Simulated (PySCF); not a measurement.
# C4H2Cl2O2S2: electronic excitations

Wanted: the electronic excitations of C4H2Cl2O2S2 (`O=S(=O)(Cl)c1sccc1Cl`), by calculation.

Computed with PySCF 2.14.0, with density-fitted response routines of our own, on a single molecule in the gas phase. Atoms count from 0, in the outputs and in this text.

**1. The starting structure**

12 atoms, charge 0, multiplicity 1; geometry from: GFN2-xTB.

Bonds of the start (Å): O0–S1 1.42, S1–O2 1.42, S1–Cl3 2.03, S1–C4 1.75, C4–S5 1.71, S5–C6 1.72, C6–C7 1.36, C7–C8 1.41, C8–Cl9 1.70, C8–C4 1.37, C6–H10 1.07, C7–H11 1.07.

**2. Ultraviolet spectrum: CAM-B3LYP/def2-SVPD**

Job settings and geometry (Å):

```
{"job": {"kind": "uv", "xc": "CAM-B3LYP", "basis": "def2-SVPD", "nstates": 8, "ntriplets": 3}, "charge": 0, "multiplicity": 1}
O      2.615960     0.432590     1.148960
S      2.075815    -0.434768     0.159338
O      2.429421    -1.813637     0.153069
Cl     2.598448     0.325904    -1.647308
C      0.331363    -0.294578     0.087909
S     -0.650886    -1.679607    -0.117144
C     -2.057136    -0.690534    -0.115901
C     -1.779658     0.633998     0.027702
C     -0.388429     0.866734     0.138939
Cl     0.363637     2.380060     0.307947
H     -3.023161    -1.143323    -0.220572
H     -2.514175     1.416476     0.051034
```

Level: TDDFT CAM-B3LYP/def2-SVPD, vertical, gas phase, core orbitals frozen in the response.

Command:

```sh
$ OMP_NUM_THREADS=1 python probes_run.py task.json out
```

This one command runs all jobs of the session in turn.

Predict these results of the whole session: lowest singlet (CAM-B3LYP/def2-SVPD); lowest triplet.

As calculated:

| quantity | value |
| --- | --- |
| lowest singlet (CAM-B3LYP/def2-SVPD) | 5.03 eV (247 nm), f = 0.130 |
| lowest triplet | 3.48 eV |

What this shows: The lowest singlet, at 5.03 eV, is HOMO→LUMO 0.94 and is bright. The lowest triplet lies 1.55 eV below the lowest singlet (triplets in Tamm-Dancoff, singlets in full TDDFT).
